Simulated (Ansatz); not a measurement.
# ClH3OSi: the cost of one run

Computed with Ansatz 0.2.0, Gaussian basis. Level: PBE0-D4/def2-TZVP structures, single points in def2-TZVPP, no counterpoise correction.

Levels: SPW92, PBE-D4, BLYP-D4, r2SCAN-D4, B97M-V, PBE0-D4, B3LYP-D4, r2SCAN0-D4, BHLYP-D4, CAM-B3LYP-D4, wB97X-V, wB97M-V, B2PLYP, PBE-QIDH, RPA on PBE, Hartree-Fock, MP2, CCSD, CCSD(T).

Cores are frozen in the correlated methods. B3LYP uses VWN-RPA correlation. B2PLYP carries no dispersion term here.

113 further runs of the same task are left out: 113 set aside as unsound or not needed.

**1. The system as given**

The complex: 10 atoms, charge 0, spin multiplicity 1.

Atoms are counted from 1 here; the program's logs count them from 0.

Bond lengths: Si1–H3 1.478 Å, Si1–H4 1.471 Å, Si1–Cl5 2.044 Å, Si1–O7 1.652 Å, H2–H8 0.747 Å, H6–F9 0.938 Å, O7–H10 0.960 Å. Angles: H3–Si1–H4 113.8°, H3–Si1–Cl5 106.9°, H3–Si1–O7 110.3°, H4–Si1–Cl5 110.0°, H4–Si1–O7 105.4°, Cl5–Si1–O7 110.5°, Si1–O7–H10 118.6°.

Coordinates:

```mol
ClFH6OSi
  3D, bonds by distance, orders not assigned

 10  7  0  0  0  0  0  0  0  0999 V2000
   -0.8630    0.9566   -0.5110 Si  0  0
    0.1507   -0.8655    2.4543 H   0  0
   -1.4326    1.7360   -1.6301 H   0  0
   -1.7280   -0.1409   -0.0503 H   0  0
   -0.5269    2.2711    1.0174 Cl  0  0
    0.9825   -1.3657   -0.6050 H   0  0
    0.5493    0.2353   -0.9752 O   0  0
    0.4180   -1.3661    1.9679 H   0  0
    1.1867   -2.2498   -0.3682 F   0  0
    1.2634    0.7889   -1.2996 H   0  0
  1  3  8  0
  1  4  8  0
  1  5  8  0
  1  7  8  0
  2  8  8  0
  6  9  8  0
  7 10  8  0
M  END
```

Its parts: ClH₃OSi holds atoms 1, 3, 4, 5, 7, 10; H₂ holds atoms 2, 8; HF holds atoms 6, 9. Each part counts its atoms afresh in its own runs.

**2. Relaxing ClH₃OSi alone**

Contents of relax-a/in.yaml:

```yaml
crystal:
  periodic: [false, false, false]
  atoms:
    - {symbol: Si, position_ang: [-0.862991, 0.956638, -0.511014]}
    - {symbol: H, position_ang: [-1.432564, 1.736015, -1.630117]}
    - {symbol: H, position_ang: [-1.727953, -0.140911, -0.050280]}
    - {symbol: Cl, position_ang: [-0.526851, 2.271104, 1.017400]}
    - {symbol: O, position_ang: [0.549333, 0.235341, -0.975223]}
    - {symbol: H, position_ang: [1.263376, 0.788945, -1.299581]}
basis:
  gaussian: {orbitals: def2-TZVP}
hamiltonian: {xc: pbe0, dispersion: d4}
relax: {f_tol: 0.005, max_steps: 200}
```

The run is started by

```sh
$ ansatz run in.yaml --threads 4 --pin off --events-out ev --progress --plain --max-ram 9574MiB
```

**Question.** How long does this run take on 4 threads of Arm Neoverse V2, shared host?

About 7 s.
